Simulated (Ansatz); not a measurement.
# FH₃O₂Si₂: shape, modes and thermochemistry

Aim: relax FH₃O₂Si₂ from a cheap starting geometry, check the end point by its vibrations and derive ideal-gas thermochemistry, and look at its orbitals and charge.

Program: Ansatz 0.2.0, Gaussian basis. Level of theory: RKS PBE0-D4/def2-TZVP. These are calculated values, not measurements.

Plan: relaxation at PBE-D4/def2-SVP; relaxation at PBE0-D4/def2-TZVP; harmonic vibrations at the same level; a single point in def2-TZVPP for the fields.

### Step 1. Where the work starts

SMILES `O[SiH]1O[SiH]1F`, 8 atoms, charge 0, spin multiplicity 1.

Atoms are counted from 1 here; the program's logs count them from 0.

Bond lengths: O1–Si2 1.606 Å, O1–H6 1.034 Å, Si2–O3 1.559 Å, Si2–Si4 2.882 Å, Si2–H7 1.513 Å, O3–Si4 1.512 Å, Si4–F5 1.680 Å, Si4–H8 1.478 Å. Angles: Si2–O1–H6 115.1°, O1–Si2–O3 106.8°, O1–Si2–Si4 109.1°, O1–Si2–H7 111.6°, O3–Si2–Si4 19.9°, O3–Si2–H7 100.9°, Si4–Si2–H7 116.5°, Si2–O3–Si4 139.6°, Si2–Si4–O3 20.5°, Si2–Si4–F5 97.3°, Si2–Si4–H8 97.1°, O3–Si4–F5 106.0°, O3–Si4–H8 111.6°, F5–Si4–H8 105.7°.

Coordinates:

```xyz
8

O    -0.8364    0.6847    1.7137
Si    0.2852   -0.3337    1.1805
O     0.6892    0.1463   -0.2470
Si    0.4060   -0.1825   -1.6954
F    -1.2050    0.2181   -1.9552
H    -1.3422    1.2053    0.9775
H     1.5930   -0.1609    1.9219
H     0.5023   -1.6344   -1.9519
```

The start is a force-field geometry with small random shifts, so a cheaper pass at PBE-D4/def2-SVP comes first.

### Step 2. Optimising with PBE-D4/def2-SVP (cheap first pass)

Input file in.yaml:

```yaml
crystal:
  periodic: [false, false, false]
  atoms:
    - {symbol: O, position_ang: [-0.836400, 0.684700, 1.713700]}
    - {symbol: Si, position_ang: [0.285200, -0.333700, 1.180500]}
    - {symbol: O, position_ang: [0.689200, 0.146300, -0.247000]}
    - {symbol: Si, position_ang: [0.406000, -0.182500, -1.695400]}
    - {symbol: F, position_ang: [-1.205000, 0.218100, -1.955200]}
    - {symbol: H, position_ang: [-1.342200, 1.205300, 0.977500]}
    - {symbol: H, position_ang: [1.593000, -0.160900, 1.921900]}
    - {symbol: H, position_ang: [0.502300, -1.634400, -1.951900]}
basis:
  gaussian: {orbitals: def2-SVP}
hamiltonian: {xc: pbe, dispersion: d4}
relax: {f_tol: 0.03, max_steps: 200}
```

On the command line:

```bash
$ ansatz run in.yaml --threads 2 --pin off --events-out ev --progress --plain --max-ram 4352MiB
```

Log, shortened:

```text
Functional definition: PBE
  name "PBE"
  cite "Perdew, Burke & Ernzerhof, Phys. Rev. Lett. 77, 3865 (1996) doi:10.1103/PhysRevLett.77.3865"
  parent pbe
[...]
1000 factors; their error is unknown
[...]
mean field -22589.91669943 eV, -830.1641267086 hartree, gradient 1.2e-5 eV, S^2 0.000000; 1 other end points of the search recorded, 0 dependent functions left out
[...]
reference -22589.91673491 eV, -830.1641280126 hartree; 28, 28 occupied and 65, 65 virtual orbitals, 1000 factors
relax step   1: F+E_penalty+E_count = -22590.12273851 eV  Δ(F+E_penalty+E_count) = +0.000e0 eV  max|allowed force component| = 7.367e0 eV/Å  Δτ_max = 0.0000 Å  (81 SCF iters, accepted)
[...]
relax step   5: F+E_penalty+E_count = -22591.75331550 eV  Δ(F+E_penalty+E_count) = -4.030e-2 eV  max|allowed force component| = 6.078e-1 eV/Å  Δτ_max = 0.1406 Å  (73 SCF iters, accepted)
[...]
relax step   9: F+E_penalty+E_count = -22591.87669284 eV  Δ(F+E_penalty+E_count) = -3.598e-2 eV  max|allowed force component| = 1.781e-1 eV/Å  Δτ_max = 0.1967 Å  (67 SCF iters, accepted)
[...]
relax step  13: F+E_penalty+E_count = -22591.95487792 eV  Δ(F+E_penalty+E_count) = -7.105e-3 eV  max|allowed force component| = 1.778e-1 eV/Å  Δτ_max = 0.0503 Å  (56 SCF iters, accepted)
[...]
relax step  15: F+E_penalty+E_count = -22591.95826610 eV  Δ(F+E_penalty+E_count) = -8.758e-4 eV  max|allowed force component| = 3.743e-2 eV/Å  Δτ_max = 0.0134 Å  (34 SCF iters, accepted)
[...]
relax step  16: F+E_penalty+E_count = -22591.95851735 eV  Δ(F+E_penalty+E_count) = -2.512e-4 eV  max|allowed force component| = 2.038e-2 eV/Å  Δτ_max = 0.0064 Å  (34 SCF iters, accepted)
1000 factors; their error is unknown
[...]
mean field -22591.74873316 eV, -830.2314527063 hartree, gradient 1.1e-5 eV, S^2 0.000000; 2 other end points of the search recorded, 0 dependent functions left out
[...]
reference -22591.74876758 eV, -830.2314539714 hartree; 28, 28 occupied and 65, 65 virtual orbitals, 1000 factors
Total energy: -22591.95855178 eV, -830.2391633983 hartree
Atom 0 at    -0.876323     0.788018     1.381740 Å, force     0.005218    -0.011613    -0.001218 eV/Å
Atom 1 at     0.468186    -0.160120     1.284607 Å, force    -0.004689     0.013713    -0.010278 eV/Å
Atom 2 at     1.039102    -0.495451    -0.197569 Å, force     0.014691    -0.010725     0.020380 eV/Å
Atom 3 at     0.406638    -0.077404    -1.806105 Å, force    -0.010897     0.002689    -0.017080 eV/Å
Atom 4 at    -1.146482     0.432895    -1.281570 Å, force     0.004998     0.002100     0.004304 eV/Å
Atom 5 at    -1.311990     0.807367     0.487379 Å, force    -0.011538     0.008649     0.003584 eV/Å
Atom 6 at     1.449871     0.142680     2.371387 Å, force    -0.000548    -0.003910    -0.001859 eV/Å
Atom 7 at     0.063099    -1.495085    -2.295769 Å, force     0.002764    -0.000904     0.002168 eV/Å
Dipole moment:     0.108579    -0.097440     0.511402 e Å
```

It took 67 s on 2 threads of Arm Neoverse N1, shared host.

The steps of the relaxation:

| step | energy from step 1 (eV) | largest force component (eV/Å) |
| --- | --- | --- |
| 1 | 0.0000 | 7.3674 |
| 2 | -0.9897 | 3.7975 |
| 3 | -1.4972 | 0.7159 |
| 4 | -1.5903 | 0.4199 |
| 5 | -1.6306 | 0.6078 |
| 6 | -1.6642 | 0.4504 |
| 7 | -1.6816 | 0.3332 |
| 8 | -1.7180 | 0.1413 |
| 9 | -1.7540 | 0.1781 |
| 10 | -1.7940 | 0.2816 |
| 11 | -1.8150 | 0.3052 |
| 12 | -1.8250 | 0.3315 |
| 13 | -1.8321 | 0.1778 |
| 14 | -1.8347 | 0.1013 |
| 15 | -1.8355 | 0.0374 |
| 16 | -1.8358 | 0.0204 |

Distances of close pairs at the start and the end, largest changes first:

| bond | before (Å) | after (Å) | change (Å) |
| --- | --- | --- | --- |
| O3–Si4 | 1.512 | 1.778 | +0.266 |
| Si2–O3 | 1.559 | 1.623 | +0.064 |
| Si4–H8 | 1.478 | 1.539 | +0.061 |
| O1–Si2 | 1.606 | 1.648 | +0.042 |
| O1–H6 | 1.034 | 0.995 | -0.039 |
| Si4–F5 | 1.680 | 1.717 | +0.037 |
| Si2–H7 | 1.513 | 1.495 | -0.018 |

### Step 3. Geometry optimisation, PBE0-D4/def2-TZVP

Input file in.yaml:

```yaml
crystal:
  periodic: [false, false, false]
  atoms:
    - {symbol: O, position_ang: [-0.876323, 0.788018, 1.381740]}
    - {symbol: Si, position_ang: [0.468186, -0.160120, 1.284607]}
    - {symbol: O, position_ang: [1.039102, -0.495451, -0.197569]}
    - {symbol: Si, position_ang: [0.406638, -0.077404, -1.806105]}
    - {symbol: F, position_ang: [-1.146482, 0.432895, -1.281570]}
    - {symbol: H, position_ang: [-1.311990, 0.807367, 0.487379]}
    - {symbol: H, position_ang: [1.449871, 0.142680, 2.371387]}
    - {symbol: H, position_ang: [0.063099, -1.495085, -2.295769]}
basis:
  gaussian: {orbitals: def2-TZVP}
hamiltonian: {xc: pbe0, dispersion: d4}
relax: {f_tol: 0.005, max_steps: 150}
```

The command is unchanged.

Log, shortened:

```text
Functional definition: PBE0
  name "PBE0"
  cite "Adamo & Barone, J. Chem. Phys. 110, 6158 (1999) doi:10.1063/1.478522"
  cite "Perdew, Burke & Ernzerhof, Phys. Rev. Lett. 77, 3865 (1996) doi:10.1103/PhysRevLett.77.3865"
  parent pbe
[...]
1126 factors; their error is unknown
[...]
mean field -22607.06685111 eV, -830.7943831581 hartree, gradient 2.7e-5 eV, S^2 0.000000; 0 other end points of the search recorded, 0 dependent functions left out
[...]
reference -22607.06688156 eV, -830.7943842769 hartree; 28, 28 occupied and 157, 157 virtual orbitals, 1126 factors
relax step   1: F+E_penalty+E_count = -22607.24382824 eV  Δ(F+E_penalty+E_count) = +0.000e0 eV  max|allowed force component| = 1.475e0 eV/Å  Δτ_max = 0.0000 Å  (31 SCF iters, accepted)
[...]
reference -22607.29955559 eV, -830.8029348899 hartree; 28, 28 occupied and 157, 157 virtual orbitals, 1126 factors
Total energy: -22607.47799680 eV, -830.8094924833 hartree
Atom 0 at    -0.891339     0.671748     1.356214 Å, force     0.001449    -0.000539    -0.000850 eV/Å
Atom 1 at     0.549103     0.031116     1.150347 Å, force    -0.001982     0.000401     0.004451 eV/Å
Atom 2 at     1.123838    -0.386243    -0.218993 Å, force     0.000695    -0.000262    -0.002178 eV/Å
Atom 3 at     0.411248    -0.067730    -1.917029 Å, force    -0.001557    -0.001301     0.001436 eV/Å
Atom 4 at    -1.068159     0.492085    -1.258148 Å, force     0.000355     0.001925     0.000914 eV/Å
Atom 5 at    -1.346572     0.749241     0.487436 Å, force    -0.000547     0.000330    -0.000282 eV/Å
Atom 6 at     1.344610    -0.018020     2.379115 Å, force    -0.000140     0.000354    -0.002107 eV/Å
Atom 7 at    -0.030627    -1.529296    -2.034842 Å, force     0.001727    -0.000906    -0.001385 eV/Å
Dipole moment:     0.129804    -0.023964     1.127877 e Å
```

Run time: 2.1 min. Hardware: 2 threads of Arm Neoverse N1, shared host.

Relaxation path:

| step | energy from step 1 (eV) | largest force component (eV/Å) |
| --- | --- | --- |
| 1 | 0.0000 | 1.4754 |
| 2 | -0.1012 | 1.2325 |
| 3 | -0.1782 | 0.5665 |
| 4 | -0.2033 | 0.5120 |
| 5 | -0.2148 | 0.3075 |
| 6 | -0.2219 | 0.2702 |
| 7 | -0.2292 | 0.2078 |
| 8 | -0.2323 | 0.1474 |
| 9 | -0.2335 | 0.0743 |
| 10 | -0.2338 | 0.0389 |
| 11 | -0.2339 | 0.0160 |
| 12 | -0.2340 | 0.0118 |
| 13 | -0.2341 | 0.0113 |
| 14 | -0.2341 | 0.0156 |
| 15 | -0.2341 | 0.0045 |

Distances of close pairs at the start and the end, largest changes first:

| bond | before (Å) | after (Å) | change (Å) |
| --- | --- | --- | --- |
| O3–Si4 | 1.778 | 1.869 | +0.091 |
| Si2–O3 | 1.623 | 1.543 | -0.081 |
| O1–Si2 | 1.648 | 1.590 | -0.058 |
| Si2–H7 | 1.495 | 1.465 | -0.031 |
| O1–H6 | 0.995 | 0.984 | -0.011 |
| Si4–H8 | 1.539 | 1.531 | -0.007 |
| Si4–F5 | 1.717 | 1.714 | -0.003 |

Mulliken charges at the end point, from the run's report:

| atom | value (e) |
| --- | --- |
| O1 | -0.44 |
| Si2 | 0.67 |
| O3 | -0.35 |
| Si4 | 0.20 |
| F5 | -0.43 |
| H6 | 0.38 |
| H7 | 0.06 |
| H8 | -0.09 |

### Step 4. Vibrations by finite differences

Input file in.yaml:

```yaml
crystal:
  periodic: [false, false, false]
  atoms:
    - {symbol: O, position_ang: [-0.891339, 0.671748, 1.356214]}
    - {symbol: Si, position_ang: [0.549103, 0.031116, 1.150347]}
    - {symbol: O, position_ang: [1.123838, -0.386243, -0.218993]}
    - {symbol: Si, position_ang: [0.411248, -0.067730, -1.917029]}
    - {symbol: F, position_ang: [-1.068159, 0.492085, -1.258148]}
    - {symbol: H, position_ang: [-1.346572, 0.749241, 0.487436]}
    - {symbol: H, position_ang: [1.344610, -0.018020, 2.379115]}
    - {symbol: H, position_ang: [-0.030627, -1.529296, -2.034842]}
basis:
  gaussian: {orbitals: def2-TZVP}
hamiltonian: {xc: pbe0, dispersion: d4}
phonons: {temperatures: {t_min: 298.15, t_max: 900, t_step: 200}}
```

The command is unchanged.

Log, shortened:

```text
Functional definition: PBE0
  name "PBE0"
  cite "Adamo & Barone, J. Chem. Phys. 110, 6158 (1999) doi:10.1063/1.478522"
  cite "Perdew, Burke & Ernzerhof, Phys. Rev. Lett. 77, 3865 (1996) doi:10.1103/PhysRevLett.77.3865"
  parent pbe
[...]
1126 factors; their error is unknown
[...]
mean field -22607.29953663 eV, -830.8029341933 hartree, gradient 4.3e-5 eV, S^2 0.000000; 0 other end points of the search recorded, 0 dependent functions left out
[...]
reference -22607.29956699 eV, -830.8029353090 hartree; 28, 28 occupied and 157, 157 virtual orbitals, 1126 factors
[...]
1126 factors; their error is unknown
mean field -22607.29938714 eV, -830.8029286994 hartree, gradient 1.7e-6 eV, S^2 0.000000; 0 other end points of the search recorded, 0 dependent functions left out
[...]
reference -22607.29941750 eV, -830.8029298152 hartree; 28, 28 occupied and 157, 157 virtual orbitals, 1126 factors
[...]
Atom 0 at    -0.891339     0.671748     1.356214 Å, force     0.001437    -0.000552    -0.000830 eV/Å
Atom 1 at     0.549103     0.031116     1.150347 Å, force    -0.001980     0.000406     0.004410 eV/Å
Atom 2 at     1.123838    -0.386243    -0.218993 Å, force     0.000689    -0.000276    -0.002254 eV/Å
Atom 3 at     0.411248    -0.067730    -1.917029 Å, force    -0.001527    -0.001309     0.001404 eV/Å
Atom 4 at    -1.068159     0.492085    -1.258148 Å, force     0.000441     0.001915     0.000962 eV/Å
Atom 5 at    -1.346572     0.749241     0.487436 Å, force    -0.000627     0.000367    -0.000217 eV/Å
Atom 6 at     1.344610    -0.018020     2.379115 Å, force    -0.000163     0.000366    -0.002107 eV/Å
Atom 7 at    -0.030627    -1.529296    -2.034842 Å, force     0.001729    -0.000918    -0.001368 eV/Å
Dipole moment:     0.129803    -0.023963     1.127879 e Å
Vibrations: 60.96 183.62 196.73 228.80 369.30 400.76 507.60 619.80 749.47 764.78 809.31 838.98 960.36 1032.56 1195.04 1973.60 2340.59 3503.63 cm⁻¹, zero-point energy 1.037493 eV
```

It took 4.5 min on 2 threads of Arm Neoverse N1, shared host.

Motions are named by where the mode's potential energy lies. Wavenumbers, unscaled:

| mode | cm⁻¹ | motion |
| --- | --- | --- |
| 1 | 61 | torsion |
| 2 | 184 | torsion |
| 3 | 197 | bend |
| 4 | 229 | bend |
| 5 | 369 | Si–O stretch with bend |
| 6 | 401 | bend |
| 7 | 508 | torsion with out-of-plane bend |
| 8 | 620 | Si–F stretch |
| 9 | 749 | bend |
| 10 | 765 | torsion |
| 11 | 809 | bend |
| 12 | 839 | bend |
| 13 | 960 | Si–O stretch |
| 14 | 1033 | bend |
| 15 | 1195 | Si–O stretch |
| 16 | 1974 | Si–H stretch |
| 17 | 2341 | Si–H stretch |
| 18 | 3504 | O–H stretch |

Ideal gas, rigid rotor and harmonic oscillator at 298.15 K and 1 bar, with symmetry number 1:

| term | value |
| --- | --- |
| zero-point energy | 23.9 kcal/mol |
| H(298) − E | 28.8 kcal/mol |
| entropy, translation | 167.5 J/(mol K) |
| entropy, rotation | 112.7 J/(mol K) |
| entropy, vibration | 62.6 J/(mol K) |
| entropy, total | 342.9 J/(mol K) |

### Step 5. Orbitals, density and potential

Edit in.yaml of step 4 so:

```diff
@@ -12,4 +12,4 @@
 basis:
-  gaussian: {orbitals: def2-TZVP}
+  gaussian: {orbitals: def2-TZVPP}
 hamiltonian: {xc: pbe0, dispersion: d4}
-phonons: {temperatures: {t_min: 298.15, t_max: 900, t_step: 200}}
+output: {orbitals: {seedname: orbitals}}
```

The command is unchanged.

Log:

```text
Functional definition: PBE0
  name "PBE0"
  cite "Adamo & Barone, J. Chem. Phys. 110, 6158 (1999) doi:10.1063/1.478522"
  cite "Perdew, Burke & Ernzerhof, Phys. Rev. Lett. 77, 3865 (1996) doi:10.1103/PhysRevLett.77.3865"
  parent pbe
  parameter a = 0.25
  parameter kappa = 0.804
  parameter beta = 0.06672455060314922
  exchange = (1 - a)*pbe_x(kappa = kappa, mu = beta*pi^2/3) + a*exact_x
  correlation = pbe_c(beta = beta)
1217 factors; their error is unknown
mean field evaluation 1: about -22598.1196 eV, gradient 7.6e1 eV
mean field evaluation 2: about -22575.7501 eV, gradient 1.3e2 eV
mean field evaluation 4: about -22607.1520 eV, gradient 9.9e0 eV
mean field evaluation 8: about -22607.3063 eV, gradient 2.4e-1 eV
mean field evaluation 16: about -22607.3591 eV, gradient 1.3e-4 eV
mean field -22607.35905863 eV, -830.8051215863 hartree, gradient 2.1e-5 eV, S^2 0.000000; 0 other end points of the search recorded, 0 dependent functions left out
reference -22607.35908901 eV, -830.8051227028 hartree; 28, 28 occupied and 191, 191 virtual orbitals, 1217 factors
Total energy: -22607.53753021 eV, -830.8116802960 hartree
```

It took 7.5 s on 2 threads of Arm Neoverse N1, shared host; peak memory 0.5 GiB.

The fields below are evaluated on a grid from the run's orbitals.

Frontier orbitals at PBE0-D4/def2-TZVPP, with the share of their density that lies nearest to each atom:

| orbital | energy (eV) | lies on |
| --- | --- | --- |
| HOMO-1 | -9.48 | H8 45 %; Si4 21 %; F5 15 % |
| HOMO | -5.28 | Si4 65 %; H8 19 %; F5 7 % |
| LUMO | -2.36 | Si2 50 %; H7 22 %; O1, O3 about 11 % each |

ELF in a plane through or near 6 of the atoms.

Ten even steps from ' ' (0.00) to '@' (1.00):
```
                                                        
                                                        
                                                        
                        ......          ....            
                      ::==++++::    ..==%%%%**..        
            ......    ==##%%##++::..++@@@@@@@@**..      
          ..==++==::..**%%##%%##==::@@@@@@@@@@@@==      
        ..==##%%**==::##%%++##**::..##@@@@@@@@@@**      
        ..++%%%%==::..++##%%%%::++##::##@@@@@@@@==      
        ..--****::..  ..--++++..**##..--##%%##==..      
          ..::::..::--::..  ..::--::--::                
                ==**####++    ++##%%##**::              
              ..**%%**%%##  ::####--##%%++::            
              ::**%%%%%%**..++@@%%##%%%%**--            
              ..==****++--  ==%%##**####==::            
                ..::::..    ..--::::----::              
                                                        
                                                        
                                                        
                                                        
```
The map spans 10.2 Å across and 8.3 Å up, centred on the molecule. Atoms in the plane (x, y in Å): O1 (1.3, -1.1), Si2 (1.2, 0.4), O3 (-0.1, 1.2), F5 (-1.2, -1.2), H6 (0.5, -1.6), H7 (2.5, 1.1).

On the surface of density 0.002 e/bohr³ the electrostatic potential runs, from the 1st to the 99th percentile, from -1.62 V near Si4 to 3.31 V near Si2.

### Step 6. Outcome

| quantity | value |
| --- | --- |
| point group | C1 |
| steps | 16 + 15 |
| shift from the start (rms) | 0.554 Å |
| total energy | -22607.4780 eV |
| dispersion term | -178 meV |
| dipole moment | 5.45 D |
| lowest, highest wavenumber | 61, 3504 cm⁻¹ |
| zero-point energy | 23.9 kcal/mol |
| entropy at 298.15 K | 342.9 J/(mol K) |
| HOMO, LUMO | -5.28, -2.36 eV |

**Reading.** The relaxed geometry lies 0.55 Å (rms) from the start; the bond that changed most is O3–Si4, from 1.512 to 1.869 Å. The bonds at the end are not those of the start, so the run found another structure. All wavenumbers are real, so the end point is a minimum. The stiffest mode, 3504 cm⁻¹, is an O–H stretch, and 3 modes under 200 cm⁻¹ make the vibrational entropy uncertain. Harmonic hybrid wavenumbers usually lie a few per cent above measured fundamentals. The largest Mulliken charge, +0.67 e, sits on Si2. The HOMO lies mostly on Si4 65 %; H8 19 % and the LUMO on Si2 50 %; H7 22 %.
